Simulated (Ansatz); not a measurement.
# C₂H₆GeOS: small, medium and large basis sets

The task here is to estimate one member of a computed series from the others.

Computed with Ansatz 0.2.0, Gaussian basis. Level: one geometry, several basis sets.

Plan: PBE0-D4/def2-SVP; ωB97M-V/def2-SVP; PBE0-D4/def2-QZVPP; ωB97M-V/def2-QZVPP; the functionals' def2-TZVPP values are taken from earlier runs.

**The geometry**

The geometry comes from an earlier relaxation with PBE0-D4 in a triple-zeta def2 set; it is a stationary point, not always the lowest conformer.

SMILES `C[O][Ge][S]C`, 11 atoms, charge 0, spin multiplicity 1.

Atoms are counted from 1 here; the program's logs count them from 0.

Bond lengths: C1–O2 1.408 Å, C1–H6 1.094 Å, C1–H7 1.098 Å, C1–H8 1.094 Å, O2–Ge3 1.795 Å, Ge3–S4 2.227 Å, S4–C5 1.812 Å, C5–H9 1.090 Å, C5–H10 1.089 Å, C5–H11 1.088 Å. Angles: O2–C1–H6 109.6°, O2–C1–H7 112.8°, O2–C1–H8 109.6°, H6–C1–H7 108.1°, H6–C1–H8 108.4°, H7–C1–H8 108.1°, C1–O2–Ge3 120.7°, O2–Ge3–S4 97.9°, Ge3–S4–C5 107.5°, S4–C5–H9 108.6°, S4–C5–H10 108.5°, S4–C5–H11 110.3°, H9–C5–H10 109.4°, H9–C5–H11 110.0°, H10–C5–H11 110.1°.

Coordinates:

```xyz
11
charge 0, multiplicity 1
C    -1.8779    0.9412   -0.5490
O    -0.6239    0.4943   -0.0898
Ge    0.3815    1.5287    0.9784
S     2.1051    0.1396    1.2184
C     1.7356   -1.3568    0.2649
H    -1.8810    0.9677   -1.6428
H    -2.1319    1.9445   -0.1820
H    -2.6585    0.2496   -0.2181
H     1.7273   -2.2079    0.9450
H     2.5202   -1.4958   -0.4782
H     0.7690   -1.2622   -0.2259
```

Set-up of the first run:

The input, in.yaml:

```yaml
crystal:
  periodic: [false, false, false]
  atoms:
    - {symbol: C, position_ang: [-1.877933, 0.941225, -0.549038]}
    - {symbol: O, position_ang: [-0.623904, 0.494318, -0.089791]}
    - {symbol: Ge, position_ang: [0.381545, 1.528727, 0.978397]}
    - {symbol: S, position_ang: [2.105144, 0.139630, 1.218355]}
    - {symbol: C, position_ang: [1.735600, -1.356756, 0.264885]}
    - {symbol: H, position_ang: [-1.880988, 0.967659, -1.642832]}
    - {symbol: H, position_ang: [-2.131948, 1.944479, -0.182050]}
    - {symbol: H, position_ang: [-2.658498, 0.249635, -0.218127]}
    - {symbol: H, position_ang: [1.727342, -2.207877, 0.944985]}
    - {symbol: H, position_ang: [2.520181, -1.495828, -0.478150]}
    - {symbol: H, position_ang: [0.768960, -1.262211, -0.225934]}
basis:
  gaussian: {orbitals: def2-SVP}
hamiltonian: {xc: pbe0, dispersion: d4}
output: {orbitals: {seedname: orbitals}}
```

Among the steps run: PBE0-D4 in def2-SVP; ωB97M-V in def2-SVP; PBE0-D4 in def2-QZVPP; ωB97M-V in def2-QZVPP.

One table of the session follows, with a row left open; its other results are not shown here.

It belongs to the step «Density functionals: the series». 

| functional | basis | HOMO (eV) | LUMO (eV) |
| --- | --- | --- | --- |
| PBE0-D4 | def2-SVP | -6.89 | -1.64 |
| PBE0-D4 | def2-TZVPP | -6.92 | -1.73 |
| PBE0-D4 | def2-QZVPP | -6.96 | -1.80 |
| ωB97M-V | def2-SVP | -8.95 | 0.29 |
| ωB97M-V | def2-TZVPP | -9.01 | 0.17 |
| ωB97M-V | def2-QZVPP | ? | ? |

Estimate the missing values for ωB97M-V, def2-QZVPP.

**Answer.** HOMO (eV): -9.06; LUMO (eV): 0.02. In the column «HOMO (eV)» it is the lowest.
